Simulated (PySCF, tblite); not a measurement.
# C₆H₁₄N₂: geometry, infrared bands and NMR shifts

What infrared bands and NMR shifts should C₆H₁₄N₂ (`CCN(C)NC1CC1`) show?

Programs: tblite 0.8.0 and PySCF 2.14.0, with density-fitted response routines of our own. Each step states its level of theory. These are calculated values for one molecule in the gas phase, unless marked as measured. Atoms count from 0, in the outputs and in this text.

## (1) Starting geometry

22 atoms, charge 0, multiplicity 1; geometry from: force field or distance geometry start.

Bonds of the start (Å): C0–C1 1.50, C1–N2 1.46, N2–C3 1.46, N2–N4 1.36, N4–C5 1.43, C5–C6 1.53, C6–C7 1.50, C7–C5 1.54, C0–H8 1.10, C0–H9 1.10, C0–H10 1.12, C1–H11 1.11, C1–H12 1.10, C3–H13 1.10, C3–H14 1.10, C3–H15 1.12, N4–H16 1.02, C5–H17 1.09, C6–H18 1.10, C6–H19 1.12, C7–H20 1.10, C7–H21 1.10.

## (2) Geometry optimisation with GFN2-xTB

What the job is given:

```
{"job": {"kind": "relax", "xc": "GFN2-xTB", "basis": "xTB"}, "charge": 0, "multiplicity": 1}
C     -3.048600    -0.585800     0.526500
C     -1.710000    -0.868100    -0.097700
N     -0.631000    -0.036600     0.418100
C     -0.852400     1.327600    -0.041700
N      0.550500    -0.578100     0.018600
C      1.725400     0.112700     0.446400
C      3.028900    -0.554000    -0.001100
C      2.556600     0.679000    -0.715100
H     -3.749600    -1.354600     0.158200
H     -3.444100     0.418000     0.310900
H     -2.942700    -0.792000     1.620000
H     -1.488000    -1.938900     0.089700
H     -1.737600    -0.741900    -1.186800
H     -1.693100     1.800200     0.492900
H     -0.997000     1.398100    -1.130400
H      0.076600     1.906000     0.186100
H      0.583200    -1.000500    -0.912700
H      1.768100     0.617500     1.412900
H      2.869800    -1.566600    -0.399200
H      3.911700    -0.448400     0.674200
H      3.129600     1.609400    -0.561400
H      2.083200     0.616200    -1.710100
```

Started as:

```sh
$ OMP_NUM_THREADS=1 python probes_run.py task.json out
```

One launch serves the whole session: the jobs run in the order shown.

**Question.** This job is followed by: GFN2-xTB harmonic vibrations, gas phase; GIAO PBE0/pcSseg-1 NMR shielding, non-relativistic, gas phase. What will the session give for the following? strongest single infrared mode (GFN2-xTB); zero-point energy (GFN2-xTB); ¹³C shifts against TMS (PBE0/pcSseg-1, means over atoms taken as alike); ¹H shifts against TMS (PBE0/pcSseg-1, means over atoms taken as alike); ¹⁵N shifts against NH3 (PBE0/pcSseg-1).

**Answer**, as computed:

```
                                                               quantity                                          value
                              strongest single infrared mode (GFN2-xTB)                          2832 cm⁻¹, 123 km/mol
                                           zero-point energy (GFN2-xTB)                                 122.6 kcal/mol
¹³C shifts against TMS (PBE0/pcSseg-1, means over atoms taken as alike)                60.0, 42.3, 35.3, 16.6, 5.9 ppm
 ¹H shifts against TMS (PBE0/pcSseg-1, means over atoms taken as alike)  2.68, 2.43, 2.39, 1.12, 0.63, 0.50, -0.02 ppm
                                 ¹⁵N shifts against NH3 (PBE0/pcSseg-1)                               139.5, 107.9 ppm
```

The optimisation took 98 steps and gained 0.661 eV; among the close pairs (by a distance rule), N2–N4 changed most, from 1.360 to 1.416 Å. No mode is imaginary among the 60: a minimum at this level. The strongest single mode, at 2832 cm⁻¹, moves mainly H14. GFN2-xTB is a fitted tight-binding method: band positions and strengths are rough. Its intensities can rank the bands wrongly. H11, H12 (mean) (hydrogen on an sp3 CH2 bonded to N) lies farthest downfield among hydrogen, at 2.68 ppm; its carbon carries N, which withdraws density. At PBE0/pcSseg-1: Shielding is most anisotropic at N2 (span 136 ppm, paramagnetic term -162 ppm).
